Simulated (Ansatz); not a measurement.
Cd2TeS:

```
Te Cd S
1.0
     4.44222    0.00000    0.00000
    -2.22111    3.84707    0.00000
     0.00000    0.00000    7.26964
Te Cd S
1 2 1
Direct
  0.00000 0.00000 0.63004
  0.00000 0.00000 0.02425
  0.66667 0.33333 0.47354
  0.66667 0.33333 0.12016
```

The cell comes from a database or a generator and needn't be the stable form of this composition.

| Item | Value |
| --- | --- |
| Program | Ansatz 0.2.0 |
| Task | relaxation of cell and atoms |
| Functional | revPBE |
| Potentials or basis | Ansatz PAW |
| Cutoff | 420 eV (not typed: the program's choice for these potentials) |
| k mesh | 7 × 7 × 4 |
| Occupations | fermi-dirac, width 0.05 eV |
| Spin | no spin polarisation |

At the start: volume 31.06 Å³/atom.

Problem. Where does the relaxation end?

Solution. It ends after 4 steps and the volume is 31.94 Å³/atom (+2.8 %); space group P3m1 (No. 156, to 0.05 Å).

The path:
```
step  energy change (eV)  largest force (eV/Å)  volume (Å³)
   1              0.0000                0.0219       124.23
   2             -0.0087                0.0697       128.83
   3             -0.0109                0.0068       127.77
   4             -0.0117                0.0069       127.77
```

Final structure:
```
Te Cd S
1.0
     4.48023    0.00000    0.00000
    -2.24012    3.87999    0.00000
     0.00000    0.00000    7.34999
Te Cd S
1 2 1
Direct
  0.00000 0.00000 0.62944
  0.00000 0.00000 0.02332
  0.66667 0.33333 0.47352
  0.66667 0.33333 0.12172
```

Caveat: the plane-wave basis is chosen anew once the cell has moved, so the energies of steps on either side of that aren't comparable; the PAW data sets come from PBE, with cores solved anew for the run's functional, which leaves a small shift of forces and pressure.
